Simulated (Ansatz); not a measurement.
TiMo3, 4 atoms in the cell. The structure is orthorhombic, space group Immm (No. 71). Conventional cell: a = 3.165 Å, b = 4.421 Å, c = 8.950 Å, α = 90.00°, β = 90.00°, γ = 90.00°. Mo (site symmetry mmm) has 4 Mo at 2.69 Å and 4 Ti at 2.72 Å as nearest neighbours. Mo (site symmetry mm2) is surrounded by 6 Mo at 2.69 to 2.72 Å and 2 Ti at 2.79 Å. Around Ti (site symmetry mmm) lie 12 Mo at 2.72 to 3.10 Å. The cell comes from a database or a generator and needn't be the stable form of this composition.

- Program: Ansatz 0.2.0
- Task: band structure
- Functional: PBEsol
- Potentials or basis: all-electron LAPW, scalar-relativistic
- Cutoff: 240 eV (chosen from the basis error)
- Basis error allowed: 0.002 eV/atom
- k mesh: 10 × 10 × 10
- Occupations: fermi-dirac, width 0.05 eV
- Spin: no spin polarisation

Potentials or basis: all-electron LAPW, scalar-relativistic.

Command:

```console
$ ansatz run input.yaml --threads 2 --pin off --max-ram 8192MiB --backend cpu --events-out ev --progress --plain --runs-dir out
```

Hardware: 2 threads of Intel(R) Xeon(R) Platinum 8375C CPU @ 2.90GHz (Ice Lake) (shared host).

How long does it take, and how much memory?

Wall time 110 s on 2 threads of Intel(R) Xeon(R) Platinum 8375C CPU @ 2.90GHz (Ice Lake), on a shared host, peak memory 1.3 GiB. Counts: scf iterations 12, plane waves 529, k points 171, bands 62.
